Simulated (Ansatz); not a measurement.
# GeSiH6 (SMILES [SiH3][GeH3]): RPA@PBE/cc-pVDZ

Aim: the electronic atomisation energy of GeSiH6 at RPA@PBE/cc-pVDZ, from 4 runs. 

The calculation is run with Ansatz 0.2.0.

48 further runs of the same task are left out: 7 that didn't finish, 41 set aside as unsound or not needed. Runs told in other sessions of the task aren't counted.

**1. The structure to begin with**

GeSiH6: 8 atoms, total charge 0, spin state singlet. SMILES: `[SiH3][GeH3]`. The shape is that of a PBE0-D4/def2-TZVP optimisation.

Bond lengths: Si1–Ge2 2.378 Å, Si1–H3 1.487 Å, Si1–H4 1.487 Å, Si1–H5 1.487 Å, Ge2–H6 1.538 Å, Ge2–H7 1.538 Å, Ge2–H8 1.538 Å. Some angles: Si1–Ge2–H6 110.6°, Si1–Ge2–H7 110.6°, Si1–Ge2–H8 110.6°, Ge2–Si1–H3 110.1°, Ge2–Si1–H4 110.1°, Ge2–Si1–H5 110.1°, H6–Ge2–H7 108.3°, H6–Ge2–H8 108.3°, H7–Ge2–H8 108.3°, H3–Si1–H4 108.8°.

**2. The energy at RPA@PBE/cc-pVDZ**

run.yaml

```yaml
crystal:
  periodic: [false, false, false]
  atoms:
    - {symbol: Si, position_ang: [-0.516700, 0.386500, -1.010200]}
    - {symbol: Ge, position_ang: [0.529700, -0.393800, 0.977400]}
    - {symbol: H, position_ang: [-1.894900, 0.857200, -0.710900]}
    - {symbol: H, position_ang: [-0.590800, -0.708400, -2.013300]}
    - {symbol: H, position_ang: [0.260800, 1.514500, -1.587400]}
    - {symbol: H, position_ang: [0.619100, 0.733600, 2.019400]}
    - {symbol: H, position_ang: [1.954300, -0.890500, 0.679100]}
    - {symbol: H, position_ang: [-0.269300, -1.556200, 1.590100]}
basis:
  gaussian: {orbitals: cc-pVDZ}
hamiltonian: {xc: {name: PBE}}
correlation: {method: rpa, frozen_orbitals: {Ge: 9, H: 0, Si: 5}}
accuracy: high
```

Command:

```sh
$ ansatz run run.yaml --threads 1 --pin off --max-ram 3480MiB --events-out events.jsonl --progress --plain --runs-dir runs
```

The program printed:

```text
Warning: RAYON_NUM_THREADS=1 ignored (pool sized by the plan → 1); use --threads N
Functional definition: PBE
  name "PBE"
  parameter kappa = 0.804
  parameter beta = 0.06672455060314922
  exchange = pbe_x(kappa = kappa, mu = beta*pi^2/3)
  correlation = pbe_c(beta = beta)
1748 factors; integrals over basis functions are off by at most 4.7e-9 eV
mean field evaluation 1: about -64478.2188 eV, gradient 1.5e1 eV
mean field evaluation 2: about -64478.2114 eV, gradient 1.5e1 eV
mean field evaluation 4: about -64479.1066 eV, gradient 2.2e0 eV
mean field evaluation 8: about -64479.1243 eV, gradient 6.9e-3 eV
mean field evaluation 16: about -64479.1243 eV, gradient 2.2e-7 eV
mean field -64479.12428000 eV, -2369.5641117697 hartree, gradient 4.0e-8 eV, S^2 0.000000; 0 other end points of the search recorded, 0 dependent functions left out
14 core orbitals not correlated: weight in the atoms' cores, before any rotation towards them, 1.000 or more for the frozen orbitals, at most 0.000 for the correlated occupied ones
reference -64428.71303545 eV, -2367.7115327025 hartree; 12, 12 occupied and 49, 49 virtual orbitals, 1748 factors
Total energy: -64441.72186433 eV, -2368.1895983462 hartree
```

Run time: 9.3 s. Hardware: 1 thread of Arm Neoverse V1, shared host; peak memory 0.24 GiB.

**3. The Ge atom, same level**

molecule.yaml

```yaml
crystal:
  periodic: [false, false, false]
  atoms:
    - symbol: Ge
      position_ang: [0.000000, 0.000000, 0.000000]
basis:
  gaussian:
    orbitals: cc-pVDZ
magnetization:
  spin_polarized: true
  initial_magnetization: 2
hamiltonian:
  xc: {name: PBE}
correlation:
  method: rpa
  frozen_orbitals: {Ge: 9}
accuracy: high
```

Run the same way, it converges to -2075.40847 Eh (log not shown).

**4. The H atom at the same level**

job.yaml

```yaml
crystal:
  periodic: [false, false, false]
  atoms:
    - {symbol: H, position_ang: [0.000000, 0.000000, 0.000000]}
basis:
  gaussian:
    orbitals: cc-pVDZ
magnetization:
  spin_polarized: true
  initial_magnetization: 1
hamiltonian:
  xc: {name: PBE}
correlation:
  method: rpa
  frozen_orbitals: {H: 0}
accuracy: high
```

Run the same way, it converges to -0.51276 Eh (log not shown).

**5. The Si atom, same level**

molecule.yaml

```yaml
crystal:
  periodic: [false, false, false]
  atoms:
    - {symbol: Si, position_ang: [0.000000, 0.000000, 0.000000]}
basis:
  gaussian:
    orbitals: cc-pVDZ
hamiltonian:
  xc: {name: PBE}
correlation:
  method: rpa
  frozen_orbitals: {Si: 5}
total_charge: 0
magnetization:
  spin_polarized: true
  initial_magnetization: 2
accuracy: high
```

Run the same way, it converges to -288.95876 Eh (log not shown).

**6. Outcome**

At RPA@PBE/cc-pVDZ, 14 core orbitals frozen:

```
                                  quantity           value
                    molecule: total energy  -2368.18960 Eh
molecule: RPA correlation energy (valence)      -478.1 mEh
                     Ge atom: total energy  -2075.40847 Eh
 Ge atom: RPA correlation energy (valence)      -128.8 mEh
Ge atom: ⟨S²⟩ of the reference determinant           2.002
                      H atom: total energy     -0.51276 Eh
            H atom: RPA correlation energy       -13.5 mEh
 H atom: ⟨S²⟩ of the reference determinant           0.750
                     Si atom: total energy   -288.95876 Eh
 Si atom: RPA correlation energy (valence)      -112.9 mEh
Si atom: ⟨S²⟩ of the reference determinant           2.003
             electronic atomisation energy       20.294 eV
```

**Reading.** Taking the molecule apart into free atoms costs 20.29 eV (468 kcal/mol), before zero-point energy and without spin-orbit coupling.
